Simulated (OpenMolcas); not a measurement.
# Kr³⁺: RASSCF terms and fine-structure levels

Which level of Kr³⁺ lies lowest, and where do the others fall? The reference wave functions come first, then spin-orbit coupling.

Method: state-averaged RASSCF, spin-orbit coupling by RASSI with atomic mean-field integrals. Code: OpenMolcas 26.06.

2 further runs of the same task are left out: 2 set aside as unsound or not needed.

### 1 The atom as given

```
Species                           : Kr³⁺ (krypton, Z = 36, 33 electrons)
Basis                             : ANO-RCC-VQZP [7s6p4d2f1g], 68 functions
Scalar Hamiltonian                : DKH2, point nucleus
Inactive shells                   : 1s 2s 2p 3s 3p 3d 4s
Active space                      : 3 electrons in 9 orbitals (RAS2 4p; RAS3 4d 5s, at most 1 electrons)
Some configurations of this space : 4s2 4p2 4d, 4s2 4p2 5s, 4s2 4p3
Orbitals                          : optimised for each spin and parity, averaged over the low roots
```

Outer shells as boxes (Hund's rule):

4s2 4p2 4d
```
4s [↑↓]
4p [↑ ][↑ ][  ]
4d [↑ ][  ][  ][  ][  ]
```

4s2 4p2 5s
```
4s [↑↓]
4p [↑ ][↑ ][  ]
5s [↑ ]
```

4s2 4p3
```
4s [↑↓]
4p [↑ ][↑ ][↑ ]
```

The work runs as a chain of OpenMolcas steps in one folder; each step below is one input file. Labels, J, g values, rates, χT and fits are worked out afterwards by a script from the matrices that RASSI stores.

### 2 One- and two-electron integrals

a.inp reads:

```
&GATEWAY
Coord
1

Kr 0.0 0.0 0.0
Basis=ANO-RCC-VQZP
Group=XYZ
NoMove
AngMom=0.0 0.0 0.0
AMFI
&SEWARD
```

### 3 Reference wave functions, quartets of odd parity, 1 root

a.inp reads:

```
&RASSCF
FileOrb=start.orb
Symmetry=2
Spin=4
nActEl=3 0 1
Inactive=9 6
Ras2=0 3
Ras3=6 0
CIRoot=1 1 1
SDav=1
CIMx=300
Iter=120 100
PrWF=0.3
OrbListing=Nothing
MaxOrb=0
Thrs=2.0e-7 1.0e-1 5.0e-4
Atom
>>> COPY $Project.JobIph JOB001
```

start.orb holds the contracted functions of the basis, ordered by shell, or the orbitals of the step before.

### 4 Reference wave functions, doublets of odd parity, 8 roots

a.inp reads:

```
&RASSCF
FileOrb=start.orb
Symmetry=2
Spin=2
nActEl=3 0 1
Inactive=9 6
Ras2=0 3
Ras3=6 0
CIRoot=8 8 1
SDav=8
CIMx=300
Iter=120 100
PrWF=0.3
OrbListing=Nothing
MaxOrb=0
Thrs=2.0e-7 1.0e-1 5.0e-4
Atom
>>> COPY $Project.JobIph JOB002
```

### 5 Reference wave functions, quartets of even parity, 18 roots

a.inp reads:

```
&RASSCF
FileOrb=start.orb
Symmetry=1
Spin=4
nActEl=3 0 1
Inactive=9 6
Ras2=0 3
Ras3=6 0
CIRoot=18 18 1
SDav=18
CIMx=300
Iter=120 100
PrWF=0.3
OrbListing=Nothing
MaxOrb=0
Thrs=2.0e-7 1.0e-1 5.0e-4
Atom
>>> COPY $Project.JobIph JOB003
```

### 6 Reference wave functions, doublets of even parity, 54 roots

a.inp reads:

```
&RASSCF
FileOrb=start.orb
Symmetry=1
Spin=2
nActEl=3 0 1
Inactive=9 6
Ras2=0 3
Ras3=6 0
CIRoot=54 54 1
SDav=54
CIMx=300
Iter=120 100
PrWF=0.3
OrbListing=Nothing
MaxOrb=0
Thrs=2.0e-7 1.0e-1 5.0e-4
Atom
>>> COPY $Project.JobIph JOB004
```

### 7 State interaction with spin-orbit coupling

a.inp reads:

```
&RASSI
NrOfJobIphs=4 1 8 18 54
1
1 2 3 4 5 6 7 8
1 2 3 4 5 6 7 8 9 10 11 12 13 14 15 16 17 18
1 2 3 4 5 6 7 8 9 10 11 12 13 14 15 16 17 18 19 20 21 22 23 24 25 26 27
28 29 30 31 32 33 34 35 36 37 38 39 40 41 42 43 44 45 46 47 48 49 50 51
52 53 54
IphNames
JOB001
JOB002
JOB003
JOB004
EJob
SpinOrbit
DIPRint=1.0
SOCoupling=1000.0
Subsets=2
MEES
Property=10
'ANGMOM' 1 'ANGMOM' 2 'ANGMOM' 3 'MLTPL  1' 1 'MLTPL  1' 2 'MLTPL  1' 3
'AMFI' 1 'AMFI' 2 'AMFI' 3 'MLTPL  2' 6
SOProperty=3
'ANGMOM' 1 'ANGMOM' 2 'ANGMOM' 3
```

(Steps that only read results are left out.)

Before running it: what results should come out? Wanted: lowest level; first excited level; spin-orbit lowering of the lowest level; strongest of the lines computed, by gA, at RASSCF energies.

**Answer**, as computed:

| quantity | value |
| --- | --- |
| method | RASSCF |
| lowest level | 4s2 4p3 4S* 3/2, 99 % of that term, g = 1.994 |
| ground level listed by NIST | 4S°3/2 |
| first excited level | 4s2 4p3 2D* 3/2 at 22009 cm-1 |
| spin-orbit lowering of the lowest level | 449 cm-1 |
| strongest of the lines computed, by gA, at RASSCF energies | 4s2 4p2 4d 2F 7/2(2) → 4s2 4p3 2D* 5/2, 47.08 nm, A = 5.90e+10 s⁻¹ |

**Reading.** The computed levels miss the measured ones by 3900 cm⁻¹ on average. Only the configurations of the active space and the roots asked for are present. Measured levels are paired by their LS label, which is uncertain where the leading share is low. With the s shell closed, the highest p terms come out too high. Levels of other configurations are missing from the list.
